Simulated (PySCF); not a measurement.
# How the numerical set-up moves the result for BeSe⁺

Aim: see how much the energy and properties of BeSe⁺ depend on the numerical set-up.

Program: PySCF 2.14.0. Level of theory: method and basis as typed in the scripts. These are calculated values, not measurements.

4 further runs of the same task are left out: 4 that didn't finish.

### Step 1. The starting structure

BeSe⁺: 2 atoms, charge 1, spin multiplicity 2.

Bond lengths: Be1–Se2 2.023 Å.

### Step 2. The run that the others are compared with

Contents of input.py:

```python
from pyscf import gto, dft, tdscf

mol = gto.M(
    atom='Be 0 0 0; Se 0 0 2.023',
    basis='lanl2dz',
    ecp={'Se': 'lanl2dz'},
    charge=1,
    spin=1,
    verbose=4,
)
mf = dft.UKS(mol, xc='b3lyp5')
mf.kernel()
td = tdscf.TDA(mf)
td.nstates = 6
td.kernel()
td.analyze(verbose=3)
mf.dip_moment()
print('orbital energies (hartree):', [e[max(0, n-3):n+3].round(4) for e, n in zip(mf.mo_energy, mol.nelec)])
```

Launch:

```bash
python input.py
```

Its log is not repeated here.

In short: E(SCF) = -23.576153 Eh, 10 cycles, ⟨S²⟩ = 0.754, excitations 0.06, 1.23, 1.75, 2.38, 2.73 eV.

The bond length is a typed value, not an optimised one. The dipole of an ion depends on the origin.

### Step 3. Cc-pvdz (core potential off)

Variant 1 changes basis set: lanl2dz → cc-pvdz; core potential: on → off. The core potential changes with it: totals don't compare.

Contents of input.py:

```python
from pyscf import gto, dft, tdscf

mol = gto.M(
    atom='Be 0 0 0; Se 0 0 2.023',
    basis='cc-pvdz',
    charge=1,
    spin=1,
    verbose=4,
)
mf = dft.UKS(mol, xc='b3lyp5')
mf.kernel()
td = tdscf.TDA(mf)
td.nstates = 6
td.kernel()
td.analyze()
mf.dip_moment()
print('orbital energies (hartree):', [e[max(0, n-3):n+3].round(4) for e, n in zip(mf.mo_energy, mol.nelec)])
```

Launch:

```bash
python input.py
```

### Step 4. Sbkjc

Variant 2 changes basis set: lanl2dz → sbkjc. The core potential changes with it: totals don't compare.

Edit input.py of step 2 so:

```diff
@@ -4,4 +4,4 @@
     atom='Be 0 0 0; Se 0 0 2.023',
-    basis='lanl2dz',
-    ecp={'Se': 'lanl2dz'},
+    basis='sbkjc',
+    ecp={'Be': 'sbkjc', 'Se': 'sbkjc'},
     charge=1,
```

### Step 5. Integration grid (20, 50)

Variant 3 changes integration grid: default → (20, 50).

Edit input.py of step 2 so:

```diff
@@ -11,2 +11,3 @@
 mf = dft.UKS(mol, xc='b3lyp5')
+mf.grids.atom_grid = (20, 50)
 mf.kernel()
```

### Step 6. Integration grid 6

Variant 4 changes integration grid: default → 6.

Edit input.py of step 2 so:

```diff
@@ -11,2 +11,3 @@
 mf = dft.UKS(mol, xc='b3lyp5')
+mf.grids.level = 6
 mf.kernel()
```

### Step 7. Cartesian functions on

Variant 5 changes Cartesian functions: off → on.

Edit input.py of step 2 so:

```diff
@@ -8,2 +8,3 @@
     spin=1,
+    cart=True,
     verbose=4,
```

**Question.** What will these runs give? Wanted: for each run, E(SCF); from base; gap, α spin; after the SCF.

**Answer**, as computed:

```tsv
run	E(SCF) (hartree)	from base (eV)	cycles	gap, α spin (eV)	functions	after the SCF
base	-23.576153	0	10	2.97	17	lowest root found 0.06 eV
cc-pvdz (core potential off)	-2415.804437	not comparable	10	2.83	41	lowest root found 0.03 eV
sbkjc	-10.038833	not comparable	9	3.15	16	lowest root found 0.06 eV
integration grid (20, 50)	-23.575197	+0.0260	10	2.97	17	lowest root found 0.06 eV
integration grid 6	-23.576152	0.0000	10	2.97	17	lowest root found 0.06 eV
Cartesian functions on	-23.576153	0.0000	10	2.97	17	lowest root found 0.06 eV
```

What this shows: No change of the SCF energy comes from integration grid 6 or Cartesian functions on. The basis has no d shells, so the Cartesian switch can't act. With integration grid 6, Cartesian functions on the path hardly changes: 10 cycles against 10. The dearest run is “cc-pvdz (core potential off)”, at 22 s against 6.5 s. Rows marked «poor choice» come from settings spoiled on purpose.
